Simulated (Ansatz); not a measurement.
# BH2O (SMILES [BH]O): UPBE-QIDH/cc-pVTZ

What is the electronic atomisation energy of BH2O at UPBE-QIDH/cc-pVTZ? 

The results are computed with Ansatz 0.2.0.

50 further runs of the same task are left out: 50 set aside as unsound or not needed.

**1. The structure to begin with**

The species is BH2O (4 atoms), meant as a doublet with charge 0. SMILES: `[BH]O`. The shape is that of a PBE0-D4/def2-TZVP optimisation.

Bond lengths: B1–O2 1.333 Å, B1–H3 1.201 Å, O2–H4 0.961 Å. Angles: B1–O2–H4 114.6°, O2–B1–H3 121.0°.

**2. The energy at UPBE-QIDH/cc-pVTZ**

File job.yaml:

```yaml
crystal:
  periodic: [false, false, false]
  atoms:
    - {symbol: B, position_ang: [-0.006100, -0.485500, 0.388300]}
    - {symbol: O, position_ang: [0.119700, 0.544500, -0.448600]}
    - {symbol: H, position_ang: [-1.064200, -1.032400, 0.540300]}
    - {symbol: H, position_ang: [1.006100, 0.913200, -0.500300]}
basis:
  gaussian:
    orbitals: cc-pVTZ
magnetization:
  spin_polarized: true
  initial_magnetization: 1
hamiltonian:
  xc: {name: PBE-QIDH}
correlation:
  frozen_orbitals: {B: 1, H: 0, O: 1}
accuracy: high
output:
  orbitals: {seedname: orbitals}
```

Run with:

```console
ansatz run job.yaml --threads 1 --pin off --max-ram 3480MiB --events-out events.jsonl --progress --plain --runs-dir runs
```

The log of the run:

```text
Warning: RAYON_NUM_THREADS=1 ignored (pool sized by the plan → 1); use --threads N
Functional definition: PBE-QIDH
  name "PBE-QIDH"
  parameter a = 3^(-1/3)
  parameter c = 1/3
  exchange = (1 - a)*pbe_x + a*exact_x
  correlation = (1 - c)*pbe_c + c*(mp2_os + mp2_ss)
1459 factors; integrals over basis functions are off by at most 3.0e-9 eV
mean field evaluation 1: about -2746.6258 eV, gradient 2.5e1 eV
mean field evaluation 2: about -2746.6272 eV, gradient 2.5e1 eV
mean field evaluation 4: about -2748.8430 eV, gradient 2.0e0 eV
mean field evaluation 8: about -2748.8922 eV, gradient 1.0e-1 eV
mean field evaluation 16: about -2748.8924 eV, gradient 7.8e-5 eV
mean field -2748.89240259 eV, -101.0199325289 hartree, gradient 2.1e-8 eV, S^2 0.752893; 0 other end points of the search recorded, 0 dependent functions left out
2 core orbitals not correlated: weight in the atoms' cores, before any rotation towards them, 1.000 or more for the frozen orbitals, at most 0.000 for the correlated occupied ones
reference -2748.89240353 eV, -101.0199325637 hartree; 6, 5 occupied and 80, 81 virtual orbitals, 1459 factors
second order -9.80171870 eV of doubles, -0.00000000 eV of singles
Total energy: -2752.15964310 eV, -101.1400014031 hartree
```

Wall time 5.1 s (1 thread of Arm Neoverse V1, shared host); peak memory 0.21 GiB.

**3. The B atom at the same level**

File in.yaml:

```yaml
crystal:
  periodic: [false, false, false]
  atoms:
    - {symbol: B, position_ang: [0.000000, 0.000000, 0.000000]}
basis:
  gaussian:
    orbitals: cc-pVTZ
magnetization:
  spin_polarized: true
  initial_magnetization: 1
hamiltonian:
  xc: {name: PBE-QIDH}
correlation:
  frozen_orbitals: {B: 1}
accuracy: high
```

Run the same way, it converges to -24.61332 Eh (log not shown).

**4. The H atom, same level**

File molecule.yaml:

```yaml
crystal:
  periodic: [false, false, false]
  atoms:
    - {symbol: H, position_ang: [0.000000, 0.000000, 0.000000]}
basis:
  gaussian:
    orbitals: cc-pVTZ
magnetization:
  spin_polarized: true
  initial_magnetization: 1
hamiltonian:
  xc: {name: PBE-QIDH}
correlation:
  frozen_orbitals: {H: 0}
accuracy: high
```

Run the same way, it converges to -0.50179 Eh (log not shown).

**5. The O atom at the same level**

File run.yaml:

```yaml
crystal:
  periodic: [false, false, false]
  atoms:
    - {symbol: O, position_ang: [0.000000, 0.000000, 0.000000]}
basis:
  gaussian:
    orbitals: cc-pVTZ
accuracy: high
hamiltonian:
  xc: {name: PBE-QIDH}
correlation:
  frozen_orbitals: {O: 1}
magnetization:
  spin_polarized: true
  initial_magnetization: 2
```

Run with:

```console
ansatz run run.yaml --threads 1 --pin off --max-ram 3480MiB --events-out events.jsonl --progress --plain --runs-dir runs
```

The log of the run, shortened:

```text
Warning: RAYON_NUM_THREADS=1 ignored (pool sized by the plan → 1); use --threads N
Functional definition: PBE-QIDH
  name "PBE-QIDH"
[...]
299 factors; integrals over basis functions are off by at most 2.4e-9 eV
[...]
mean field -2039.61823062 eV, -74.9545874722 hartree, gradient 8.6e-8 eV, S^2 2.004856; 0 other end points of the search recorded, 0 dependent functions left out
1 core orbitals not correlated: weight in the atoms' cores, before any rotation towards them, 1.000 or more for the frozen orbitals, at most 0.000 for the correlated occupied ones
reference -2039.61823091 eV, -74.9545874829 hartree; 4, 2 occupied and 25, 27 virtual orbitals, 299 factors
second order -4.27194385 eV of doubles, -0.00000000 eV of singles
Total energy: -2041.04221219 eV, -75.0069178299 hartree
```

It took 0.5 s on 1 thread of Arm Neoverse V1, shared host.

**6. Results**

At UPBE-QIDH/cc-pVTZ, 2 core orbitals frozen:

```
                                                          quantity          value
                                            molecule: total energy  -101.14000 Eh
molecule: HOMO energy (SCF part's orbitals) (highest over α and β)       -7.78 eV
 molecule: LUMO energy (SCF part's orbitals) (lowest over α and β)        1.11 eV
                                                    molecule: ⟨S²⟩          0.753
                                              B atom: total energy   -24.61332 Eh
                                                      B atom: ⟨S²⟩          0.757
                                              H atom: total energy    -0.50179 Eh
                                                      H atom: ⟨S²⟩          0.750
                                              O atom: total energy   -75.00692 Eh
                                                      O atom: ⟨S²⟩          2.005
                                     electronic atomisation energy      14.046 eV
```

Taking the molecule apart into free atoms costs 14.05 eV (1355 kJ/mol), before zero-point energy and without spin-orbit coupling.
